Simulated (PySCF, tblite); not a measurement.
# C₂H₉FNOSi₂ radical, a small gas-phase stand-in for a defect centre (C site with back bonds N[SiH3], C[SiH3], F): EPR parameters

Aim: the EPR parameters of `[O]C(F)(C[SiH3])N[SiH3]`. It is drawn as: oxygen hole.

Computed with tblite 0.8.0 and PySCF 2.14.0; each step states its level. No surroundings beyond the atoms listed, unless a continuum is named. Atoms count from 0, parts from 1.

### 1 Starting point

16 atoms, charge 0, multiplicity 2; geometry: distance geometry start.

### 2 Relaxing the cluster with GFN2-xTB

Job settings and geometry (Å):

```
{"job": {"kind": "relax", "xc": "GFN2-xTB", "basis": "xTB"}, "charge": 0, "multiplicity": 2}
C      0.512007    -0.130506    -0.642790
N     -0.881924    -0.046564    -1.019177
Si    -1.907842     1.227813    -0.206544
C      0.606657    -0.590914     0.744103
Si     2.370177    -0.716550     1.289889
F      1.074901     1.020071    -0.827028
O      1.131791    -1.044923    -1.480992
H     -1.119314    -0.231819    -1.993941
H     -3.020183     0.608577     0.412880
H     -2.349569     2.152976    -1.172387
H     -1.106883     1.892510     0.797483
H      0.157529    -1.524218     0.823200
H      0.132577     0.105243     1.342757
H      2.596922     0.231413     2.323615
H      3.233848    -0.436090     0.172226
H      2.604012    -2.058398     1.765227
```

Level: GFN2-xTB geometry optimisation, gas phase.

The run is started by

```bash
$ OMP_NUM_THREADS=1 python cluster_run.py task.json out
```

The driver reads the jobs from task.json and runs them one after another.

**Question.** The jobs that follow are: PBE0-D3(BJ)/def2-SVP geometry optimisation, gas phase; UKS B3LYP, IGLO-III on C F N O Si, pcH-1 on H, non-relativistic, mean-field spin-orbit, GIAO; UKS BHandHLYP, IGLO-III on C F N O Si, pcH-1 on H, non-relativistic, mean-field spin-orbit, GIAO. Predict: point group; rotational constants (main isotopes); g(iso) (B3LYP); ⟨S²⟩; largest a(iso); potential on the surface of density 0.002 e/bohr³, 1st and 99th percentile.

The runs gave:

```
                                                                  quantity                 value
                                                               point group                    C1
                                      rotational constants (main isotopes)  4.75, 0.85, 0.83 GHz
                                                            g(iso) (B3LYP)               2.00766
                                                                      ⟨S²⟩    0.756 (exact 0.75)
                                                            largest a(iso)  17O on O6, -46.6 MHz
potential on the surface of density 0.002 e/bohr³, 1st and 99th percentile    -1.28 V and 2.22 V
```

What this shows: The start of the PBE0/def2-SVP relaxation was shaken at random by about 0.01 Å, so part of the energy gained, and of the first lengths quoted, undoes that. The optimisation took 30 steps and gained 0.880 eV; among the close pairs (by a distance rule), C0–O6 changed most, from 1.240 to 1.324 Å (PBE0/def2-SVP). No frequency check was run at this level, so the end point may be a saddle. O6 carries the largest spin population, 0.73 e. The isotropic g lies 5.3 ppt above the free-electron value. The coupling of 17O on O6 runs from -73.8 (BHandHLYP/IGLO-III+pcH-1) to -46.6 MHz (B3LYP/IGLO-III+pcH-1). A capped cluster stands for the solid here, so long-range fields and strain are missing, and bands or shifts of the capping hydrogens have no counterpart in it.
